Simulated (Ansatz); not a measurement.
# NiSb (Breithauptite): the cost of one run

Computed with Ansatz 0.2.0 (DFT, PBE, PAW with Ansatz's default frozen-core files, scalar-relativistic, unless a step's input says otherwise).

1 further run of the same task is left out (it didn't finish). Runs told in other sessions of the task aren't counted.

## 1. The starting structure

It takes space group P6_3/mmc (No. 194, hexagonal). The conventional cell has a = 3.928 Å, b = 3.928 Å, c = 5.120 Å, α = 90.00°, β = 90.00°, γ = 120.00°. Ni (site symmetry -3m) has 2 Ni at 2.56 Å and 6 Sb at 2.60 Å in its first shell of neighbours. Around Sb (site symmetry -6m2) lie 6 Ni at 2.60 Å.

Structure file:

```cif
data_structure
_symmetry_space_group_name_H-M 'P 1'
_symmetry_Int_Tables_number 1
_cell_length_a 3.9280
_cell_length_b 3.9280
_cell_length_c 5.1200
_cell_angle_alpha 90.000
_cell_angle_beta 90.000
_cell_angle_gamma 120.000
_cell_volume 68.41
loop_
_atom_site_label
_atom_site_type_symbol
_atom_site_fract_x
_atom_site_fract_y
_atom_site_fract_z
_atom_site_occupancy
Ni1 Ni 0.00000 0.00000 0.00000 1
Ni2 Ni 0.00000 0.00000 0.50000 1
Sb1 Sb 0.33333 0.66667 0.25000 1
Sb2 Sb 0.66667 0.33333 0.75000 1
```

Atoms are numbered in the order of the input: Ni1, Ni2, Sb3, Sb4.

## 2. Free moments from the typed start, PAW

The input, input.yaml:

```yaml
crystal:
  lattice:
    - [3.928, 0.0, 0.0]
    - [-1.964, 3.4017477861, 0.0]
    - [0.0, 0.0, 5.12]
  atoms:
    - { symbol: Ni, position: [0.0, 0.0, 0.0], spin: 1.5 }
    - { symbol: Ni, position: [0.0, 0.0, 0.5], spin: 1.5 }
    - { symbol: Sb, position: [0.3333333333, 0.6666666667, 0.25] }
    - { symbol: Sb, position: [0.6666666667, 0.3333333333, 0.75] }
magnetization:
  spin_polarized: true
kpoints:
  mp_grid: { grid: [10, 10, 7] }
scf:
  occupations: { method: fermi_dirac, width: 0.05 }
hamiltonian:
  xc: pbe
  pseudopotentials: { kind: paw }
output:
  forces: true
  stress: true
  eigenvalues: true
  populations: true
```

The run is started by

```bash
$ ansatz run input.yaml --threads 2 --pin off --max-ram 6144MiB --backend cpu --events-out ev --progress --plain --runs-dir out
```

**Question.** How long does this run take on 2 threads of Arm Neoverse V1, shared host, and how much memory does it need?

About 18 s, with a peak of 0.53 GiB.
